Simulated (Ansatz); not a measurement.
# HfH2+ (doublet): the correlation ladder, def2-TZVP

How much of the correlation energy of HfH2+ (doublet) does each wave-function method recover here?

Computed with Ansatz 0.2.0, Gaussian basis. Level: def2-TZVP, core rule «outside noble gas», up to 4 orbitals frozen.

To be run: UHF; CCSD(T) on ROHF; CCSD(T) on UHF; CISD; CCSDT(Q) on ROHF; CCSDT(Q) on UHF; CISDTQ; CCSDTQ on ROHF; Full CI.

8 further runs of the same task are left out: 6 for a known fault of the program, 2 set aside as unsound or not needed.

### 1 The geometry

The geometry is a PBE0/def2-TZVP stationary point (not a proven minimum) of the parent state, kept for this charge and spin. No spin-orbit coupling is included. Elements past krypton take def2 core potentials.

3 atoms, charge 1, spin multiplicity 2.

Atoms are counted from 1 here; the program's logs count them from 0.

Bond lengths: Hf1–H2 1.912 Å, Hf1–H3 1.912 Å. Angles: H2–Hf1–H3 180.0°.

### 2 UHF

The input, in.yaml:

```yaml
crystal:
  periodic: [false, false, false]
  atoms:
    - {symbol: Hf, position_ang: [0.000000, 0.000000, 0.000000]}
    - {symbol: H, position_ang: [0.000000, 0.000000, -1.911800]}
    - {symbol: H, position_ang: [0.000000, 0.000000, 1.911800]}
basis:
  gaussian: {orbitals: def2-TZVP}
total_charge: 1
magnetization: {spin_polarized: true, initial_magnetization: 1}
hamiltonian: {xc: hf}
output: {orbitals: {seedname: orbitals}}
```

Launch:

```sh
ansatz run in.yaml --threads 1 --pin off --events-out ev --progress --plain --max-ram 4096MiB --backend cpu
```

After this run come: CCSD(T) on ROHF; CCSD(T) on UHF; CISD; CCSDT(Q) on ROHF; CCSDT(Q) on UHF; CISDTQ; CCSDTQ on ROHF; Full CI.

Q: Predict the results of all the runs planned. Wanted: FCI below the RHF energy; RMP2 from FCI; UMP2 from FCI; RCCSD from FCI; RCCSD(T) from FCI; UCCSD(T) from FCI; RCCSDT(Q) from FCI; UCCSDT(Q) from FCI; T1 diagnostic.

**Answer**, as computed:

| quantity | value |
| --- | --- |
| FCI below the RHF energy | -1.9908 eV |
| RMP2 from FCI | +493.9 meV |
| UMP2 from FCI | +470.7 meV |
| RCCSD from FCI | +39.0 meV |
| RCCSD(T) from FCI | +11.4 meV |
| UCCSD(T) from FCI | -11.4 meV |
| RCCSDT(Q) from FCI | +0.4 meV |
| UCCSDT(Q) from FCI | -22.4 meV |
| levels within 1 kcal/mol (43 meV) | RCCSD, UCCSD, RCCSD(T), UCCSD(T), RCCSDT, UCCSDT, RCCSDT(Q), UCCSDT(Q), RCCSDTQ |
| T1 diagnostic | 0.011 |
| effectively unpaired electrons | 1.03 |

RCCSD(T) lands +11.4 meV from the yardstick (0.6 % of the correlation energy). CCSD(T) misses by +11.4 meV on the restricted determinant and by -11.4 meV on the unrestricted one; the two need not hold the same state or core. UCCSD(T), UCCSDT, UCCSDT(Q) fall below full CI: unrestricted runs freeze a spin-polarised core, another one than full CI's, and coupled cluster isn't variational. One determinant dominates. Coupled cluster took another determinant than the lowest Hartree-Fock one. These misses are within one basis, not against nature; the frozen cores of restricted and unrestricted runs differ, which can shift their rows.
